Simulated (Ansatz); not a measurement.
# C2H6BF3: the cost of one run

Program: Ansatz 0.2.0. Level of theory: UKS PBE0-D4/STO-3G. These are calculated values, not measurements.

### 1 Starting point

Bond lengths: B1–C2 1.855 Å, C2–C3 1.534 Å, B1–F4 1.318 Å, B1–F5 1.320 Å, B1–F7 1.683 Å, C2–H8 1.093 Å, C2–H9 1.093 Å, C3–H10 1.089 Å, C3–H11 1.088 Å, C3–H12 1.089 Å. Angles (14 of 18 angles, heavy atoms first): B1–C2–C3 117.1°, C2–B1–F4 113.9°, C2–B1–F5 113.9°, C2–B1–F7 92.8°, F4–B1–F5 119.3°, F4–B1–F7 106.7°, F5–B1–F7 106.0°, B1–C2–H8 94.2°, B1–C2–H9 117.0°, C3–C2–H8 108.5°, C3–C2–H9 112.2°, C2–C3–H10 110.7°, C2–C3–H11 110.3°, C2–C3–H12 111.7°.

Coordinates:

```xyz
12

B    -0.9081    1.0499    0.5180
C     0.2516   -0.3983    0.5050
C     0.5288   -1.0585   -0.8514
F    -1.9252    0.9270   -0.3118
F    -1.1126    1.5603    1.7180
H     0.4381    0.9081    0.0469
F     0.2098    2.0590   -0.2323
H    -0.4212   -1.0444    1.0742
H     1.1539   -0.3168    1.1158
H     0.8274   -2.0976   -0.7202
H    -0.3663   -1.0400   -1.4696
H     1.3240   -0.5487   -1.3925
```

### 2 Run 1

150 steps of 0.5 fs at constant energy, with velocities drawn for 600 K.

input.yaml reads:

```yaml
crystal:
  periodic: [false, false, false]
  atoms:
    - { symbol: B, position_ang: [-0.9081, 1.0499, 0.518] }
    - { symbol: C, position_ang: [0.2516, -0.3983, 0.505] }
    - { symbol: C, position_ang: [0.5288, -1.0585, -0.8514] }
    - { symbol: F, position_ang: [-1.9252, 0.927, -0.3118] }
    - { symbol: F, position_ang: [-1.1126, 1.5603, 1.718] }
    - { symbol: H, position_ang: [0.4381, 0.9081, 0.0469] }
    - { symbol: F, position_ang: [0.2098, 2.059, -0.2323] }
    - { symbol: H, position_ang: [-0.4212, -1.0444, 1.0742] }
    - { symbol: H, position_ang: [1.1539, -0.3168, 1.1158] }
    - { symbol: H, position_ang: [0.8274, -2.0976, -0.7202] }
    - { symbol: H, position_ang: [-0.3663, -1.04, -1.4696] }
    - { symbol: H, position_ang: [1.324, -0.5487, -1.3925] }
magnetization:
  spin_polarized: true
basis:
  gaussian: { orbitals: STO-3G }
hamiltonian:
  xc: pbe0
  dispersion: d4
md:
  timestep: 0.5
  n_steps: 150
  ensemble: nve
  temperature: 600.0
  initial_velocities: maxwell_boltzmann
  seed: 861235
```

Started as:

```sh
ansatz run input.yaml --threads 1 --pin off --max-ram 2048MiB --backend cpu --events-out ev --progress --plain --runs-dir out
```

What time and memory should one allow on 1 thread of Arm Neoverse V1, shared host?

About 9.6 min, with a peak of 0.14 GiB.
